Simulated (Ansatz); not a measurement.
# Li+ with Si2H6: superposition error and deformation

An exercise on one series of results from a longer session: the logs are not shown, and one member is left open.

Method: PBE0-D4 structures, single points in def2-TZVPPD; program: Ansatz 0.2.0, Gaussian basis.

Levels: PBE-D4, revPBE-D4, BLYP-D4, r2SCAN-D4, B97M-V, PBE0-D4, B3LYP-D4, HSE06-D4, wB97X-V, wB97M-V, B2PLYP, Hartree-Fock, MP2, CCSD, CCSD(T).

Cores are frozen in the correlated methods. The outer core shell of Li, Na, Mg and K is correlated. B3LYP uses VWN-RPA correlation. B2PLYP carries no dispersion term here.

130 further runs of the same task are left out: 1 that didn't finish, 129 set aside as unsound or not needed.

### The system as given

The relaxed pair: 9 atoms, charge 1, spin multiplicity 1.

Atoms are counted from 1 here; the program's logs count them from 0.

Bond lengths: Li1–Si2 2.809 Å, Li1–Si3 2.809 Å, Li1–H5 1.876 Å, Li1–H9 1.876 Å, Si2–Si3 2.365 Å, Si2–H4 1.477 Å, Si2–H5 1.524 Å, Si2–H6 1.477 Å, Si3–H7 1.477 Å, Si3–H8 1.477 Å, Si3–H9 1.524 Å. Angles: Si2–Li1–Si3 49.8°, Si2–Li1–H5 30.4°, Si2–Li1–H9 80.2°, Si3–Li1–H5 80.2°, Si3–Li1–H9 30.4°, H5–Li1–H9 110.7°, Li1–Si2–Si3 65.1°, Li1–Si2–H4 120.6°, Li1–Si2–H5 38.6°, Li1–Si2–H6 119.2°, Si3–Si2–H4 113.2°, Si3–Si2–H5 103.7°, Si3–Si2–H6 113.1°, H4–Si2–H5 105.3°, H4–Si2–H6 114.9°, H5–Si2–H6 105.3°, Li1–Si3–Si2 65.1°, Li1–Si3–H7 120.6° and more.

Geometry (Å):

```xyz
9
H6LiSi2
Li    0.08755   -0.06866   -2.17372
Si   -0.16765   -1.16034    0.40158
Si    0.13778    1.18382    0.33986
H    -1.49141   -1.56159    0.91921
H    -0.17185   -1.56221   -1.06851
H     0.97722   -1.87845    0.99767
H     1.41671    1.62016    0.93588
H    -1.04945    1.93512    0.79566
H     0.26111    1.49226   -1.14752
```

Atoms 1 to 1 are fragment A (Li+), the rest fragment B (Si2H6). From earlier runs, pair energy (eV) and counterpoise interaction (meV):

| method | E(pair) | interaction |
| --- | --- | --- |
| PBE-D4 | -16043.00255 | -1066 |
| revPBE-D4 | -16049.19997 | -1019 |
| BLYP-D4 | -16051.84264 | -1053 |
| r2SCAN-D4 | -16050.47344 | -948 |
| B97M-V | -16048.84755 | -981 |
| PBE0-D4 | -16044.88813 | -1048 |
| B3LYP-D4 | -16053.92356 | -1053 |
| HSE06-D4 | -16044.47063 | -1048 |
| wB97X-V | -16049.54750 | -1003 |
| wB97M-V | -16050.08127 | -1008 |
| B2PLYP | -16045.16057 | -1010 |
| MP2 | -16025.51311 | -932 |
| CCSD(T) | -16027.26833 | -935 |

First each fragment is run alone in its own basis, frozen in the shape it has in the pair (a, b).

Set-up of the first run:

Input file a/in.yaml:

```yaml
crystal:
  periodic: [false, false, false]
  atoms:
    - {symbol: Li, position_ang: [0.087548, -0.068661, -2.173717]}
basis:
  gaussian: {orbitals: "def2-TZVPPD.json"}
total_charge: 1
hamiltonian: {xc: {name: wB97X-V}}
```

Input file b/in.yaml:

```yaml
crystal:
  periodic: [false, false, false]
  atoms:
    - {symbol: Si, position_ang: [-0.167652, -1.160340, 0.401577]}
    - {symbol: Si, position_ang: [0.137784, 1.183818, 0.339857]}
    - {symbol: H, position_ang: [-1.491414, -1.561585, 0.919209]}
    - {symbol: H, position_ang: [-0.171849, -1.562211, -1.068508]}
    - {symbol: H, position_ang: [0.977218, -1.878455, 0.997672]}
    - {symbol: H, position_ang: [1.416711, 1.620159, 0.935875]}
    - {symbol: H, position_ang: [-1.049451, 1.935117, 0.795658]}
    - {symbol: H, position_ang: [0.261106, 1.492256, -1.147525]}
basis:
  gaussian: {orbitals: "def2-TZVPPD.json"}
hamiltonian: {xc: {name: wB97X-V}}
```

The basis file named in the input lies beside it (Basis Set Exchange, JSON).

The same command starts each run, in its folder.

Command:

```console
> ansatz run in.yaml --threads 2 --pin off --events-out ev --progress --plain --max-ram 5222MiB
```

Among the steps run: wB97X-V/def2-TZVPPD; wB97M-V/def2-TZVPPD; B2PLYP/def2-TZVPPD; B97M-V/def2-TZVPPD; CCSD(T)/def2-TZVPPD; Relaxing Si2H6 alone; PBE-D4/def2-TZVPPD; r2SCAN-D4/def2-TZVPPD; PBE0-D4/def2-TZVPPD; B3LYP-D4/def2-TZVPPD; BLYP-D4/def2-TZVPPD; revPBE-D4/def2-TZVPPD; HSE06-D4/def2-TZVPPD.

One of the session's tables, all rows but one given; the rest of the session is left out.

| method | interaction with counterpoise (meV) |
| --- | --- |
| PBE-D4 | -1066 |
| revPBE-D4 | -1019 |
| BLYP-D4 | -1053 |
| r2SCAN-D4 | -948 |
| B97M-V | -981 |
| PBE0-D4 | -1048 |
| B3LYP-D4 | -1053 |
| HSE06-D4 | -1048 |
| wB97X-V | -1003 |
| wB97M-V | -1008 |
| B2PLYP | -1010 |
| Hartree-Fock | -908 |
| MP2 | -932 |
| CCSD | ? |
| CCSD(T) | -935 |

**Question.** Estimate the row for CCSD.

**Answer.** interaction with counterpoise (meV): -934. In the column «interaction with counterpoise (meV)» it lies between CCSD(T) (-935) and MP2 (-932).
